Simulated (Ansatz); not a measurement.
**CH₅ClOSi: a ladder of functionals and wavefunction methods**

One table from this session's results is given with a row withheld; the runs are named, their logs left out.

The runs use Ansatz 0.2.0, Gaussian basis; functionals in def2-TZVPP, the program's frozen cores in correlated methods.

Levels to be run: LDA (SPW92), PBE-D4, revPBE-D4, BLYP-D4, r2SCAN-D4, B97M-V, PBE0-D4, B3LYP-D4, r2SCANh-D4, r2SCAN0-D4, HSE06-D4, BHLYP-D4, CAM-B3LYP-D4, LC-ωPBE, ωB97X-V, ωB97M-V, B2PLYP, PBE-QIDH; CCSD(T)/def2-SVP; CCSD(T)/def2-TZVPP; MP2/def2-QZVPP; extrapolation to the limit; RPA on PBE.

## The relaxed structure

An earlier PBE0-D4 in a triple-zeta def2 set relaxation fixed the geometry.

SMILES `CO[SiH2]Cl`, 9 atoms, charge 0, spin multiplicity 1.

Atoms are counted from 1 here; the program's logs count them from 0.

Bond lengths: C1–O2 1.412 Å, C1–H5 1.090 Å, C1–H6 1.094 Å, C1–H7 1.096 Å, O2–Si3 1.626 Å, Si3–Cl4 2.057 Å, Si3–H8 1.474 Å, Si3–H9 1.483 Å. Angles: O2–C1–H5 108.0°, O2–C1–H6 110.9°, O2–C1–H7 111.5°, H5–C1–H6 108.9°, H5–C1–H7 108.7°, H6–C1–H7 108.8°, C1–O2–Si3 124.4°, O2–Si3–Cl4 111.0°, O2–Si3–H8 106.8°, O2–Si3–H9 111.2°, Cl4–Si3–H8 108.7°, Cl4–Si3–H9 106.0°, H8–Si3–H9 113.2°.

The first run:

File in.yaml:

```yaml
crystal:
  periodic: [false, false, false]
  atoms:
    - {symbol: C, position_ang: [-0.840996, 0.987355, 0.446962]}
    - {symbol: O, position_ang: [0.418213, 0.685475, -0.117201]}
    - {symbol: Si, position_ang: [0.891229, -0.804857, -0.562558]}
    - {symbol: Cl, position_ang: [0.958083, -2.072582, 1.056271]}
    - {symbol: H, position_ang: [-0.939892, 2.072450, 0.489686]}
    - {symbol: H, position_ang: [-0.920763, 0.584017, 1.460604]}
    - {symbol: H, position_ang: [-1.659148, 0.583587, -0.159737]}
    - {symbol: H, position_ang: [2.251459, -0.671672, -1.115304]}
    - {symbol: H, position_ang: [-0.069584, -1.410074, -1.515824]}
basis:
  gaussian: {orbitals: def2-TZVPP}
hamiltonian: {xc: lda}
output: {orbitals: {seedname: orbitals}}
```

Steps of the session up to this table: LDA; PBE-D4 (GGA); revPBE-D4 (GGA); BLYP-D4 (GGA); r2SCAN-D4 (meta-GGA); B97M-V (meta-GGA); PBE0-D4 (hybrid); B3LYP-D4 (hybrid); r2SCANh-D4 (hybrid); r2SCAN0-D4 (hybrid); HSE06-D4 (hybrid); BHLYP-D4 (hybrid); CAM-B3LYP-D4 (range-separated); LC-ωPBE-D4 (range-separated; the results give it without D4); ωB97X-V (range-separated); ωB97M-V (range-separated); B2PLYP (double hybrid); PBE-QIDH (double hybrid).

One of the session's tables, all rows but one given; the rest of the session is left out.

It belongs to the step «Frontier levels by functional». 

```
  functional  HOMO (eV)  LUMO (eV)  gap (eV)
 LDA (SPW92)      -7.25      -0.68      6.57
      PBE-D4      -7.14      -0.40      6.74
   revPBE-D4      -7.09      -0.27      6.81
     BLYP-D4          ?          ?         ?
   r2SCAN-D4      -7.48       0.03      7.51
      B97M-V      -7.62      -0.19      7.43
     PBE0-D4      -8.66       0.49      9.15
    B3LYP-D4      -8.43       0.28      8.71
  r2SCANh-D4      -8.05       0.32      8.38
  r2SCAN0-D4      -8.90       0.76      9.66
    HSE06-D4      -8.26       0.11      8.37
    BHLYP-D4     -10.06       1.38     11.44
CAM-B3LYP-D4     -10.09       1.49     11.58
     LC-ωPBE     -11.45       2.69     14.13
     ωB97X-V     -11.12       2.54     13.65
     ωB97M-V     -10.98       2.22     13.20
```

**Question.** Estimate the row for BLYP-D4.

Worked estimate for «HOMO (eV)». Against the share of exact exchange, B3LYP-D4 (0.2, -8.43), BHLYP-D4 (0.5, -10.06) give a slope of -5.43 per unit share; at 0 the line stands at -7.34.

**Answer.** HOMO (eV): -7.04; LUMO (eV): -0.25; gap (eV): 6.79. In «HOMO (eV)» the line misses by -0.30.
